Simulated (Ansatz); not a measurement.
# Ni3Pt (Pm-3m): equation of state

One table from this session's results is given with a row withheld; the runs are named, their logs left out.

Computed with Ansatz 0.2.0 (DFT LDA, scalar-relativistic, plane waves, PAW, unless a step's input says otherwise).

### The starting structure

The structure is cubic, space group Pm-3m (No. 221). The conventional cell has a = 3.562 Å, b = 3.562 Å, c = 3.562 Å, α = 90.00°, β = 90.00°, γ = 90.00°. Around Ni (site symmetry 4/mmm) lie 8 Ni at 2.52 Å and 4 Pt at 2.52 Å. Pt (site symmetry m-3m) has 12 Ni at 2.52 Å as nearest neighbours.

As a file:

```cif
data_structure
_symmetry_space_group_name_H-M 'Pm-3m'
_symmetry_Int_Tables_number 221
_cell_length_a 3.5619
_cell_length_b 3.5619
_cell_length_c 3.5619
_cell_angle_alpha 90.000
_cell_angle_beta 90.000
_cell_angle_gamma 90.000
_cell_volume 45.19
loop_
_atom_site_label
_atom_site_type_symbol
_atom_site_symmetry_multiplicity
_atom_site_Wyckoff_symbol
_atom_site_fract_x
_atom_site_fract_y
_atom_site_fract_z
_atom_site_occupancy
Ni1 Ni 3 c 0.50000 0.00000 0.50000 1
Pt1 Pt 1 a 0.00000 0.00000 0.00000 1
```

An earlier run at LDA left this cell at 11.297 Å³/atom and 0.00 GPa (12×12×12 mesh).

Volume factors to run: 0.980, 1.020, 0.960, 1.040.

Set-up of the first run:

The input, input.yaml:

```yaml
crystal:
  lattice:
    - [3.537969706, 0.0, 0.0]
    - [0.0, 3.537969706, 0.0]
    - [0.0, 0.0, 3.537969706]
  atoms:
    - { symbol: Ni, position: [0.5, 0.0, 0.5], spin: 0.62 }
    - { symbol: Ni, position: [0.0, 0.5, 0.5], spin: 0.62 }
    - { symbol: Ni, position: [0.5, 0.5, 0.0], spin: 0.62 }
    - { symbol: Pt, position: [0.0, 0.0, 0.0] }
basis:
  ecutwfc: 420
  ecutrho_ratio: 4
kpoints:
  mp_grid: { grid: [12, 12, 12] }
hamiltonian:
  xc: lda
scf:
  occupations: { method: gaussian, width: 0.05 }
output:
  forces: true
  stress: true
  eigenvalues: true
  populations: true
magnetization:
  spin_polarized: true
```

On the command line:

```
ansatz run input.yaml --threads 2 --pin off --max-ram 5120MiB --backend cpu --events-out ev --progress --plain --runs-dir out
```

Steps of the session up to this table: At 0.980 of the relaxed volume; Scaling the volume by 1.020; At 0.960 of the relaxed volume; Scaling the volume by 1.040.

One of the session's tables, all rows but one given; the rest of the session is left out.

```
volume (Å³/atom)  energy (meV/atom)  pressure (GPa)  moment of atom 1 (μB)
          10.845              15.98           11.95                   0.53
          11.071                  ?               ?                      ?
          11.297               0.00            0.00                   0.56
          11.523               3.58           -4.92                   0.59
          11.749              13.65           -9.27                   0.61
```

Estimate the missing values for volume (Å³/atom) = 11.071.

Worked estimate for «energy (meV/atom)». A straight line through the neighbours (10.845, 15.98) and (11.297, 0.00) gives 15.98 + (0.00 − 15.98) × (11.071 − 10.845) / (11.297 − 10.845) = 7.99; a parabola fitted to 3 rows on both sides gives 4.13.

The run gave: energy (meV/atom): 3.77; pressure (GPa): 5.59; moment of atom 1 (μB): 0.54. In «energy (meV/atom)» the line misses by +4.22 and the parabola by +0.36.

volume (Å³/atom), energy (meV/atom) and a bar:
```
    10.85       16.0 ##############################
    11.07        3.8 #######
    11.30        0.0 
    11.52        3.6 #######
    11.75       13.7 ##########################
```

Limits of these values: Spin–orbit coupling is left out, though the cell holds Pt; in elements this heavy it can shift levels and gaps by tenths of an eV.
